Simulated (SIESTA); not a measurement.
Sn3Se under changes of volume

One of the cells (26.533 Å³/atom); the others are scaled copies at fixed shape and fractional positions:

```
Sn Se
1.0
     0.00000    3.75786    3.75786
     3.75786    0.00000    3.75786
     3.75786    3.75786    0.00000
Sn Se
3 1
Cartesian
  3.7579 3.7579 3.7579
  5.6368 5.6368 5.6368
  1.8789 1.8789 1.8789
  0.0000 0.0000 0.0000
```

The cell comes from a database or a generator and needn't be the stable form of this composition.

```yaml
Program: SIESTA 5.4.2
Functional: PBEsol
Potentials_or_basis: PseudoDojo 0.4 standard (PBEsol files)
Basis: DZP (energy shift 0.003 Ry; two zetas on semicore shells)
Grid_cutoff: 500 Ry
Energy_shift: 0.003 Ry
k_mesh: 6 × 6 × 6
Occupations: fermi-dirac, width 0.05 eV
Spin: no spin polarisation
```

```tsv
volume (Å³/atom)	energy over the lowest point (meV/atom)	pressure (GPa)
24.452	1.88	1.3
24.973	0.00	0.0
25.493	2.20	-1.2
26.533	16.81	-3.1
27.054	?	?
27.574	42.53	-4.6
```

Problem. What does the run at 27.054 Å³/atom give?

Solution. Energy over the lowest point 28.53 meV/atom; pressure -3.9 GPa.

Worked out: A Birch-Murnaghan fit of order 3 (a polynomial in V^(-2/3)) to the other rows has its minimum at 24.94 Å³/atom with B0 = V·E''(V) = 60 GPa and B' = 5.1. It gives 28.47 meV/atom at 27.054 Å³/atom, against the run's 28.53, and -dE/dV = -4.0 GPa, against -3.9.

Energies are extrapolated to zero smearing.

Caveats: the basis of atomic orbitals isn't converged, which shifts pressures, moduli and gaps.
